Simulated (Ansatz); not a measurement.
What does this script print? It uses the Python package of Ansatz (0.2.0).

Script `run_cas.py`:
```python
"""Active-space calculation on H2Se."""

import ansatz as az
from ase import Atoms

BASIS = "def2-SVP"

atoms = Atoms(["Se", "H", "H"], positions=[
    (0.54991, -0.26943, 0.27482),
    (0.04445, 1.07061, 0.14102),
    (-0.59436, -0.80119, -0.41583),
])
molecule = az.Crystal.molecule_from_ase(atoms)

calculation = (
    molecule.calculation()
    .basis(gaussian=BASIS)
    .scf(lower_state_search="light")
    .correlation(active_electrons=2, active_orbitals=2)
)
for method in [None]:
    data = (calculation if method is None else calculation.correlation(method)).run().report
    space = data["configurations"]
    state = space["states"][0]
    print(method or "casscf", f"total {data['free_energy_ev'] / 27.211386246:.6f} Ha, active-space state {state['energy']['hartree']:.6f} Ha, mean field {data['reference_energy_ev'] / 27.211386246:.6f} Ha")
    print("  determinants", state["n_determinants"], " natural occupations", [round(n, 3) for n in space["natural_occupations"]])
```

Running `python run_cas.py` prints:
```text
casscf total -2400.720792 Ha, active-space state -2400.720792 Ha, mean field -2400.705144 Ha
  determinants 4  natural occupations [1.975, 0.025]
```

Reading the output:
- These settings explore the input space; basis and method may be short of convergence.
- The geometry is a force-field or estimated start, not a minimum of this method, and the basis set is short of its limit. The active space starts as a window about the frontier orbitals and is then optimised, not chosen by chemistry.
- The whole script took 0.8 s on 1 thread of AMD EPYC 9R45 96-Core Processor (Zen 5), on a shared host, peak memory 0.17 GiB.

(Lines on the test bed's own set-up are left out of the output.)
